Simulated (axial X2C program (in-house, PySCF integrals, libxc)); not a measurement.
# A two-component session on SnS⁻: properties at the nuclei

Wanted for SnS⁻: properties at the nuclei, at the two-component level.

Program: an in-house X2C program for linear molecules on PySCF integrals. Level of theory: two-component X2C with atomic mean-field terms, Sn dyall-acv3z, S dyall-av3z. These are calculated values, not measurements.

## (1) Input

Contents of task.json:

```json
{
 "zs": [
  50,
  16
 ],
 "q": -1,
 "bas": [
  "dyall-acv3z",
  "dyall-av3z"
 ],
 "r0": 2.24,
 "levels": [
  "PBE0",
  "HF",
  "B3LYP",
  "PBE",
  "r2SCAN"
 ],
 "nst": 3
}
```

Keys: zs atomic numbers; q charge; bas basis sets; r0 starting distance in Å; levels methods (HF also brings MP2); nst determinants followed.

The run is started by

```bash
python soeom.py task.json out
```

The runs that follow: Expectation values, lowest determinant; Expectation values, a higher determinant; Expectation values, a higher determinant.

Q: Predict the outcome of this session. Wanted: lowest determinant; Eeff magnitude; Ws magnitude Sn; A∥/gI Sn; qzz Sn; higher determinant (for each run or level that gives them).

**Answer**, as computed:

| quantity | value |
| --- | --- |
| lowest determinant | Ω = 1/2 (excess of +ω over −ω: ω = 1/2) |
| Eeff magnitude (GV/cm), PBE0 | 0.0616 |
| Ws magnitude Sn (kHz), PBE0 | 0.232 |
| A∥/gI Sn (MHz), PBE0 | 1790 |
| qzz Sn (a.u.), PBE0 | -3.38 |
| higher determinant | Ω = 3/2 (excess of +ω over −ω: ω = 3/2) |
| Eeff magnitude (GV/cm), PBE0, higher determinant | 1.08 |
| Ws magnitude Sn (kHz), PBE0, higher determinant | 0.452 |
| A∥/gI Sn (MHz), PBE0, higher determinant | 85.8 |
| qzz Sn (a.u.), PBE0, higher determinant | -3.78 |
| higher determinant | Ω = 5/2 (excess of +ω over −ω: ω = -1/2, 2 × ω = 3/2) |
| Eeff magnitude (GV/cm), PBE0, higher determinant | 0.669 |
| Ws magnitude Sn (kHz), PBE0, higher determinant | 0.165 |
| A∥/gI Sn (MHz), PBE0, higher determinant | -281 |
| qzz Sn (a.u.), PBE0, higher determinant | -0.13 |

What this shows: In the first state, the effective field runs from 0.0616 to 1.05 GV/cm over the mean-field levels, so the levels don't agree on it. The expectation values come from single determinants, which for open shells can mix terms of unlike spin or miss the lowest Ω, so a determinant need not be a state. Eeff is the effective electric field on the electron dipole moment in this Ω state and Ws the scalar–pseudoscalar constant (defined with the proton number Z and per Ω); A∥ is the parallel hyperfine constant, which follows by multiplying with the nuclear g factor gI = μI/(I μN); qzz is the electric field gradient, eQq0 = 234.96 MHz × Q/barn × qzz. The operators were transformed with the bare-nucleus X2C matrices.
